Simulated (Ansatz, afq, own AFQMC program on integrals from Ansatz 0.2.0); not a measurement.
# SiGeH2+ (doublet): quantum Monte Carlo beside coupled cluster, cc-pVDZ

Aim: compute SiGeH2+ (doublet) with auxiliary-field quantum Monte Carlo on the same integrals as coupled cluster, and set the energies side by side.

Computed with Ansatz 0.2.0, Gaussian basis, and an in-house AFQMC program (afq) on its integrals; all values are calculated. Level: cc-pVDZ, frozen cores.

To be run: PBE (unrestricted); r2SCAN (unrestricted); PBE0 (unrestricted); B3LYP (unrestricted); wB97M-V (unrestricted); B2PLYP (unrestricted); CCSD(T) on UHF; CCSDT(Q) on UHF; Phaseless AFQMC, CISD trial on UHF.

1 further run of the same task is left out (it didn't finish).

## 1. The system

The geometry is a PBE0/def2-TZVP stationary point (not a proven minimum) of the parent state, kept for this charge and spin. No spin-orbit coupling is included. The filled d shell of Ge may be among the frozen orbitals whatever the setting's name suggests; the logs give the count.

4 atoms, charge 1, spin multiplicity 2.

Atoms are counted from 1 here; the program's logs count them from 0.

Bond lengths: Si1–Ge2 2.341 Å, Si1–H3 1.514 Å, Ge2–H4 1.581 Å. Angles: Ge2–Si1–H3 106.8°, Si1–Ge2–H4 101.4°.

As a file:

```
Si    0.0000   -0.1395    1.6714
Ge    0.0000    0.0566   -0.6618
H     0.0000    1.2679    2.2283
H     0.0000   -1.4615   -1.1039
```

## 2. PBE (unrestricted)

in.yaml

```yaml
crystal:
  periodic: [false, false, false]
  atoms:
    - {symbol: Si, position_ang: [0.000000, -0.139453, 1.671406]}
    - {symbol: Ge, position_ang: [0.000000, 0.056604, -0.661833]}
    - {symbol: H, position_ang: [0.000000, 1.267918, 2.228287]}
    - {symbol: H, position_ang: [0.000000, -1.461483, -1.103914]}
basis:
  gaussian: {orbitals: cc-pVDZ}
total_charge: 1
magnetization: {spin_polarized: true, initial_magnetization: 1}
hamiltonian: {xc: {name: PBE}}
output: {orbitals: {seedname: orbitals}}
```

Run with:

```console
$ ansatz run in.yaml --threads 1 --pin off --events-out ev --progress --plain --max-ram 1382MiB
```

Standard output:

```text
Functional definition: PBE
  name "PBE"
  cite "Perdew, Burke & Ernzerhof, Phys. Rev. Lett. 77, 3865 (1996) doi:10.1103/PhysRevLett.77.3865"
  parent pbe
  parameter kappa = 0.804
  parameter beta = 0.06672455060314922
  exchange = pbe_x(kappa = kappa, mu = beta*pi^2/3)
  correlation = pbe_c(beta = beta)
599 factors; integrals over basis functions are off by at most 1.2e-3 eV
mean field evaluation 1: about -64402.6834 eV, gradient 1.2e1 eV
mean field evaluation 2: about -64402.7665 eV, gradient 1.2e1 eV
mean field evaluation 4: about -64404.1534 eV, gradient 1.1e0 eV
mean field evaluation 8: about -64404.1609 eV, gradient 2.4e-2 eV
mean field evaluation 16: about -64404.1610 eV, gradient 2.1e-4 eV
mean field evaluation 32: about -64403.6927 eV, gradient 4.9e-1 eV
mean field -64404.16098204 eV, -2366.8092613818 hartree, gradient 1.1e-5 eV, S^2 0.754573; 6 other end points of the search recorded, 0 dependent functions left out
reference -64404.16101326 eV, -2366.8092625292 hartree; 24, 23 occupied and 31, 32 virtual orbitals, 599 factors
Total energy: -64404.16101326 eV, -2366.8092625292 hartree
```

Wall time 4.6 s (1 thread of Arm Neoverse V1, shared host).

From the report: ⟨S²⟩ of the determinant 0.755 (pure doublet: 0.75).

## 3. r2SCAN (unrestricted)

Changes to in.yaml since step 2:

```diff
@@ -11,3 +11,2 @@
 magnetization: {spin_polarized: true, initial_magnetization: 1}
-hamiltonian: {xc: {name: PBE}}
-output: {orbitals: {seedname: orbitals}}
+hamiltonian: {xc: {name: r2SCAN}}
```

The command is unchanged.

Standard output, cut to the lines that bear on the results:

```text
Functional definition: r2SCAN
  name "r2SCAN"
  cite "Furness, Kaplan, Ning, Perdew & Sun, J. Phys. Chem. Lett. 11, 8208 (2020) doi:10.1021/acs.jpclett.0c02405"
  cite "Furness, Kaplan, Ning, Perdew & Sun, J. Phys. Chem. Lett. 11, 9248 (2020) doi:10.1021/acs.jpclett.0c03077"
  parent r2scan
[...]
599 factors; integrals over basis functions are off by at most 1.2e-3 eV
[...]
mean field -64415.48542679 eV, -2367.2254270504 hartree, gradient 7.2e-6 eV, S^2 0.829337; 7 other end points of the search recorded, 0 dependent functions left out
reference -64415.48543753 eV, -2367.2254274450 hartree; 24, 23 occupied and 31, 32 virtual orbitals, 599 factors
Total energy: -64415.48543753 eV, -2367.2254274450 hartree
```

It took 22 s on 1 thread of Arm Neoverse V1, shared host.

From the report: ⟨S²⟩ of the determinant 0.829 (pure doublet: 0.75).

## 4. PBE0 (unrestricted)

Changes to in.yaml since step 3:

```diff
@@ -11,2 +11,3 @@
 magnetization: {spin_polarized: true, initial_magnetization: 1}
-hamiltonian: {xc: {name: r2SCAN}}
+hamiltonian: {xc: {name: PBE0}}
+output: {orbitals: {seedname: orbitals}}
```

The command is unchanged.

Standard output, cut to the lines that bear on the results:

```text
Functional definition: PBE0
  name "PBE0"
  cite "Adamo & Barone, J. Chem. Phys. 110, 6158 (1999) doi:10.1063/1.478522"
  cite "Perdew, Burke & Ernzerhof, Phys. Rev. Lett. 77, 3865 (1996) doi:10.1103/PhysRevLett.77.3865"
  parent pbe
[...]
599 factors; integrals over basis functions are off by at most 1.2e-3 eV
[...]
mean field -64406.12306441 eV, -2366.8813665789 hartree, gradient 8.4e-6 eV, S^2 0.811118; 3 other end points of the search recorded, 0 dependent functions left out
reference -64406.12308800 eV, -2366.8813674460 hartree; 24, 23 occupied and 31, 32 virtual orbitals, 599 factors
Total energy: -64406.12308800 eV, -2366.8813674460 hartree
```

It took 6.5 s on 1 thread of Arm Neoverse V1, shared host.

From the report: ⟨S²⟩ of the determinant 0.811 (pure doublet: 0.75).

## 5. B3LYP (unrestricted)

Changes to in.yaml since step 4:

```diff
@@ -11,3 +11,2 @@
 magnetization: {spin_polarized: true, initial_magnetization: 1}
-hamiltonian: {xc: {name: PBE0}}
-output: {orbitals: {seedname: orbitals}}
+hamiltonian: {xc: {name: B3LYP}}
```

The command is unchanged.

Standard output, cut to the lines that bear on the results:

```text
Functional definition: B3LYP
  name "B3LYP"
  cite "Stephens, Devlin, Chabalowski & Frisch, J. Phys. Chem. 98, 11623 (1994) doi:10.1021/j100096a001"
  cite "Becke, Phys. Rev. A 38, 3098 (1988) doi:10.1103/PhysRevA.38.3098"
  cite "Lee, Yang & Parr, Phys. Rev. B 37, 785 (1988) doi:10.1103/PhysRevB.37.785"
  cite "Vosko, Wilk & Nusair, Can. J. Phys. 58, 1200 (1980) doi:10.1139/p80-159"
[...]
599 factors; integrals over basis functions are off by at most 1.2e-3 eV
[...]
mean field -64418.54541520 eV, -2367.3378795501 hartree, gradient 8.3e-6 eV, S^2 0.754599; 6 other end points of the search recorded, 0 dependent functions left out
reference -64418.54562185 eV, -2367.3378871446 hartree; 24, 23 occupied and 31, 32 virtual orbitals, 599 factors
Total energy: -64418.54562185 eV, -2367.3378871446 hartree
```

Wall time 7 s (1 thread of Arm Neoverse V1, shared host).

From the report: ⟨S²⟩ of the determinant 0.755 (pure doublet: 0.75).

## 6. wB97M-V (unrestricted)

Changes to in.yaml since step 5:

```diff
@@ -11,2 +11,3 @@
 magnetization: {spin_polarized: true, initial_magnetization: 1}
-hamiltonian: {xc: {name: B3LYP}}
+hamiltonian: {xc: {name: wB97M-V}}
+output: {orbitals: {seedname: orbitals}}
```

The command is unchanged.

Standard output, cut to the lines that bear on the results:

```text
Functional definition: wB97M-V
  name "wB97M-V"
  cite "Mardirossian & Head-Gordon, J. Chem. Phys. 144, 214110 (2016) doi:10.1063/1.4952647"
  cite "Becke, J. Chem. Phys. 107, 8554 (1997) doi:10.1063/1.475007"
  cite "Vydrov & Van Voorhis, J. Chem. Phys. 133, 244103 (2010) doi:10.1063/1.3521275"
  # Of w^i u^j: cxij and so on, Table III.
[...]
  gx(w, u) = 1 - cx + cx01*u + cx10*w
  gss(w, u) = css00 + css04*u^4 + css10*w + css20*w^2 + css43*w^4*u^3
  gos(w, u) = cos00 + cos10*w + (cos20 + cos21*u)*w^2 + (cos60 + cos61*u)*w^6
[...]
      + integral(e_c_pw_mod_opposite_spin*gos(b97_w_opposite, b97_u_opposite)) + vv10(b, c)
599 factors; integrals over basis functions are off by at most 1.2e-3 eV
183 factors; integrals over basis functions are off by at most 8.7e-6 eV
[...]
mean field -64412.70272222 eV, -2367.1231645437 hartree, gradient 9.3e-6 eV, S^2 0.768749; 5 other end points of the search recorded, 0 dependent functions left out
reference -64412.70275717 eV, -2367.1231658279 hartree; 24, 23 occupied and 31, 32 virtual orbitals, 599 factors
Total energy: -64412.70275717 eV, -2367.1231658279 hartree
```

Run time: 45 s. Hardware: 1 thread of Arm Neoverse V1, shared host; peak memory 0.26 GiB.

From the report: ⟨S²⟩ of the determinant 0.769 (pure doublet: 0.75).

## 7. B2PLYP (unrestricted)

Changes to in.yaml since step 6:

```diff
@@ -11,3 +11,3 @@
 magnetization: {spin_polarized: true, initial_magnetization: 1}
-hamiltonian: {xc: {name: wB97M-V}}
-output: {orbitals: {seedname: orbitals}}
+hamiltonian: {xc: {name: B2PLYP}}
+correlation: {electrons: outside_noble_gas}
```

Same command.

Standard output, cut to the lines that bear on the results:

```text
Functional definition: B2PLYP
  name "B2PLYP"
  cite "Grimme, J. Chem. Phys. 124, 034108 (2006) doi:10.1063/1.2148954"
  cite "Becke, Phys. Rev. A 38, 3098 (1988) doi:10.1103/PhysRevA.38.3098"
  cite "Lee, Yang & Parr, Phys. Rev. B 37, 785 (1988) doi:10.1103/PhysRevB.37.785"
[...]
599 factors; integrals over basis functions are off by at most 1.2e-3 eV
[...]
mean field -64400.40795284 eV, -2366.6713401025 hartree, gradient 1.2e-7 eV, S^2 1.042454; 7 other end points of the search recorded, 0 dependent functions left out
19 core orbitals not correlated: weight in the atoms' cores, before any rotation towards them, 1.000 or more for the frozen orbitals, at most 0.000 for the correlated occupied ones
reference -64400.40808506 eV, -2366.6713449616 hartree; 5, 4 occupied and 31, 32 virtual orbitals, 599 factors
second order -5.01524455 eV of doubles, -0.00000000 eV of singles
Total energy: -64401.76220109 eV, -2366.7211078078 hartree
```

Wall time 19 s (1 thread of Arm Neoverse V1, shared host).

From the report: ⟨S²⟩ of the determinant 1.042 (pure doublet: 0.75).

## 8. CCSD(T) on UHF

Changes to in.yaml since step 7:

```diff
@@ -11,3 +11,2 @@
 magnetization: {spin_polarized: true, initial_magnetization: 1}
-hamiltonian: {xc: {name: B2PLYP}}
-correlation: {electrons: outside_noble_gas}
+correlation: {method: ccsd_t, electrons: outside_noble_gas, hamiltonian_folder: ham}
```

Launched as before.

Standard output, cut to the lines that bear on the results:

```text
Functional definition: HF
  name "HF"
  cite "Fock, Z. Phys. 61, 126 (1930) doi:10.1007/BF01340294"
  parent pbe
[...]
599 factors; integrals over basis functions are off by at most 1.2e-3 eV
[...]
mean field -64356.87573529 eV, -2365.0715606146 hartree, gradient 2.8e-6 eV, S^2 1.445363; 32 other end points of the search recorded, 0 dependent functions left out
determinant -64356.87573529 eV, -2365.0715606146 hartree, with singles and doubles -64361.46127733 eV, -2365.2400761765 hartree
determinant -64356.81127605 eV, -2365.0691917813 hartree, with singles and doubles -64361.45018256 eV, -2365.2396684513 hartree
determinant -64356.73479439 eV, -2365.0663811322 hartree, with singles and doubles -64361.25053198 eV, -2365.2323314277 hartree
determinant -64356.70530892 eV, -2365.0652975611 hartree, with singles and doubles -64361.29308157 eV, -2365.2338950964 hartree
[...]
determinant -64356.81127605 eV, -2365.0691917813 hartree, with singles and doubles -64361.49247104 eV, -2365.2412225244 hartree
determinant -64356.73479439 eV, -2365.0663811322 hartree, with singles and doubles -64361.28033670 eV, -2365.2334267311 hartree
determinant -64356.70530892 eV, -2365.0652975611 hartree, with singles and doubles -64361.29306923 eV, -2365.2338946428 hartree
determinant -64356.42439773 eV, -2365.0549742653 hartree, with singles and doubles -64361.56543352 eV, -2365.2439038461 hartree
19 core orbitals not correlated: weight in the atoms' cores, before any rotation towards them, 1.000 or more for the frozen orbitals, at most 0.000 for the correlated occupied ones
reference -64356.87573529 eV, -2365.0715606146 hartree; 5, 4 occupied and 31, 32 virtual orbitals, 599 factors
second order -3.36426839 eV of doubles, -0.00000000 eV of singles
cycle   1  -4.62859885 eV  change    1.7e-6 eV  update   3.5e-6
perturbative correction -0.24561336 eV, -0.0090261245 hartree
Total energy: -64361.74994749 eV, -2365.2506846094 hartree
```

It took 41 s on 1 thread of Arm Neoverse V1, shared host.

From the report: ⟨S²⟩ of the determinant 1.445 (pure doublet: 0.75); correlation -4.8742 eV; T1 0.090; largest double amplitude 0.15. The determinant is far from a pure spin state, so its energy mixes those of several spin states (harmless only where they are near-degenerate, as at dissociation).

This run also writes the integrals to the folder ham.

## 9. CCSDT(Q) on UHF

Changes to in.yaml since step 8:

```diff
@@ -11,2 +11,2 @@
 magnetization: {spin_polarized: true, initial_magnetization: 1}
-correlation: {method: ccsd_t, electrons: outside_noble_gas, hamiltonian_folder: ham}
+correlation: {method: ccsdt_q, electrons: outside_noble_gas}
```

Launched as before.

Standard output, cut to the lines that bear on the results:

```text
Functional definition: HF
  name "HF"
  cite "Fock, Z. Phys. 61, 126 (1930) doi:10.1007/BF01340294"
  parent pbe
[...]
1083 factors; integrals over basis functions are off by at most 1.8e-7 eV
[...]
mean field -64356.87581783 eV, -2365.0715636481 hartree, gradient 2.7e-6 eV, S^2 1.445363; 31 other end points of the search recorded, 0 dependent functions left out
determinant -64356.87581783 eV, -2365.0715636481 hartree, with singles and doubles -64361.46135854 eV, -2365.2400791610 hartree
determinant -64356.81135733 eV, -2365.0691947683 hartree, with singles and doubles -64361.45026579 eV, -2365.2396715101 hartree
determinant -64356.70538078 eV, -2365.0653002020 hartree, with singles and doubles -64361.29316439 eV, -2365.2338981399 hartree
determinant -64355.73949432 eV, -2365.0298045294 hartree, with singles and doubles -64360.02134820 eV, -2365.1871597570 hartree
[...]
determinant -64356.81135733 eV, -2365.0691947683 hartree, with singles and doubles -64361.49255235 eV, -2365.2412255122 hartree
determinant -64356.70538078 eV, -2365.0653002020 hartree, with singles and doubles -64361.29315227 eV, -2365.2338976944 hartree
determinant -64356.42447833 eV, -2365.0549772275 hartree, with singles and doubles -64361.56551476 eV, -2365.2439068316 hartree
19 core orbitals not correlated: weight in the atoms' cores, before any rotation towards them, 1.000 or more for the frozen orbitals, at most 0.000 for the correlated occupied ones
reference -64356.87581783 eV, -2365.0715636481 hartree; 5, 4 occupied and 31, 32 virtual orbitals, 1083 factors
second order -3.36429141 eV of doubles, -0.00000000 eV of singles
cycle   1  -4.02581195 eV  change   -6.6e-1 eV  update   9.7e-2
[...]
cycle  28  -4.99658218 eV  change    5.6e-7 eV  update   7.3e-7
perturbative correction -0.03325800 eV, -0.0012222090 hartree
Total energy: -64361.90565802 eV, -2365.2564068656 hartree
```

It took 70 s on 1 thread of Arm Neoverse V1, shared host; peak memory 0.26 GiB.

From the report: ⟨S²⟩ of the determinant 1.445 (pure doublet: 0.75); correlation -5.0298 eV; T1 0.123; largest double amplitude 0.23. The determinant is far from a pure spin state, so its energy mixes those of several spin states (harmless only where they are near-degenerate, as at dissociation).

## 10. Phaseless AFQMC, CISD trial on UHF

It reads the integrals that the CCSD(T) run on this determinant wrote.

Run with:

```console
$ afq ham --method phaseless --trial cisd --walkers 60 --populations 1 --least-time 40 --time-step 0.005 --steps-per-block 50 --equilibration-blocks 28 --max-blocks 300 --target-error 0.00036 --factor-cut 1e-05 --start spin_pure --seed 3969 --release-times 0.24,0.51,0.99,1.62,2.4 --release-step 0.03 --release-every 4 --taylor-order 6
```

Standard output:

```text
orbitals 36  electrons 5 4  factors 283 of 599
reference energy -2365.07156061 Eh
CCSD correlation -0.17009798 Eh in 16 cycles, weight of the determinant in the CISD state 0.7217
energy of the start -2365.212766 Eh
 block  time / (1/Eh)  mean weight  energy / Eh
     1     0.250  1.0003  -2365.223285
     2     0.500  0.9991  -2365.228866
     3     0.750  0.9992  -2365.231713
     4     1.000  1.0001  -2365.235123
     5     1.250  1.0003  -2365.242905
     6     1.500  1.0002  -2365.246333
     7     1.750  1.0009  -2365.246753
     8     2.000  1.0009  -2365.248292
     9     2.250  1.0000  -2365.248430
    10     2.500  0.9984  -2365.246271
    17     4.250  0.9997  -2365.251337
    25     6.250  0.9970  -2365.246975
    33     8.250  0.9980  -2365.261711
    41    10.250  1.0005  -2365.252043
    49    12.250  0.9999  -2365.263573
    57    14.250  1.0002  -2365.249963
    65    16.250  1.0004  -2365.243503
    73    18.250  0.9982  -2365.246881
    81    20.250  0.9985  -2365.246751
    89    22.250  1.0018  -2365.249188
    97    24.250  1.0005  -2365.250557
   105    26.250  1.0004  -2365.261926
   113    28.250  0.9995  -2365.257727
   121    30.250  1.0019  -2365.257936
   129    32.250  0.9998  -2365.249285
   137    34.250  1.0001  -2365.262226
   145    36.250  0.9975  -2365.244040
   153    38.250  0.9995  -2365.263444
   161    40.250  1.0004  -2365.262393
   169    42.250  1.0005  -2365.259065
   177    44.250  1.0004  -2365.242669
   185    46.250  1.0015  -2365.253355
   193    48.250  1.0004  -2365.250838
   201    50.250  0.9997  -2365.254804
   209    52.250  1.0000  -2365.252434
   217    54.250  1.0010  -2365.254529
   225    56.250  0.9990  -2365.256842
   233    58.250  0.9990  -2365.260462
   241    60.250  1.0016  -2365.255576
   249    62.250  1.0005  -2365.248898
   257    64.250  0.9995  -2365.260993
   265    66.250  0.9996  -2365.247109
   273    68.250  1.0010  -2365.248514
   281    70.250  1.0003  -2365.252358
   289    72.250  1.0001  -2365.249936
   297    74.250  0.9980  -2365.254297
   305    76.250  1.0023  -2365.256814
   313    78.250  1.0004  -2365.246474
   321    80.250  1.0014  -2365.251221
blocks merged  error / Eh  count
     1  0.000323  300
     2  0.000416  150
     4  0.000539  75
     8  0.000699  37
    16  0.000862  18
    32  0.000785  9
released: time / (1/Eh)  energy / Eh  error  mean overlap
  0.24  -2365.252573  0.000835  1.0052
  0.51  -2365.252471  0.000811  1.0223
  0.99  -2365.254062  0.000692  1.0161
  1.62  -2365.254409  0.000815  1.0159
  2.40  -2365.254871  0.001045  1.0224
energy -2365.253281 +/- 0.000862 Eh
```

Run time: 6.9 min. Hardware: 1 thread of Arm Neoverse V1, shared host.

Energy -64361.8206 ± 0.0234 eV. Caveats: constraint bias not in the error; error above the target.

## 11. All levels side by side

On the UHF determinant, counted from CCSDT(Q) (a yardstick, not exact):

| level | energy (eV) | from CCSDT(Q) (kJ/mol) | statistical error (kJ/mol) | time |
| --- | --- | --- | --- | --- |
| HF | -64356.8757 | +485.3 |  |  |
| MP2 | -64360.2400 | +160.7 |  |  |
| CCSD | -64361.5043 | +38.7 |  |  |
| CCSD(T) | -64361.7499 | +15.0 |  |  |
| CCSDT(Q) | -64361.9057 | 0.0 |  |  |
| Phaseless AFQMC, CISD trial, step 0.005, 60 walkers | -64361.8206 | +8.2 | 2.3 | 6.9 min |

The functionals' totals stand on their own zeros and serve differences with other points: PBE -64404.161 eV; r2SCAN -64415.485 eV; PBE0 -64406.123 eV; B3LYP -64418.546 eV; wB97M-V -64412.703 eV; B2PLYP -64401.762 eV.

## 12. Results

| quantity | value |
| --- | --- |
| CCSD(T) on UHF from CCSDT(Q) | +15.0 kJ/mol |
| Phaseless AFQMC, CISD trial on UHF from CCSDT(Q) | +8.2 ± 2.3 kJ/mol |

In words: On UHF the phaseless walk with the CISD trial lies +8.2 kJ/mol from CCSDT(Q), 4 times its error bar. Error bars are statistical and leave out the constraint, the time step and what remains of the start.
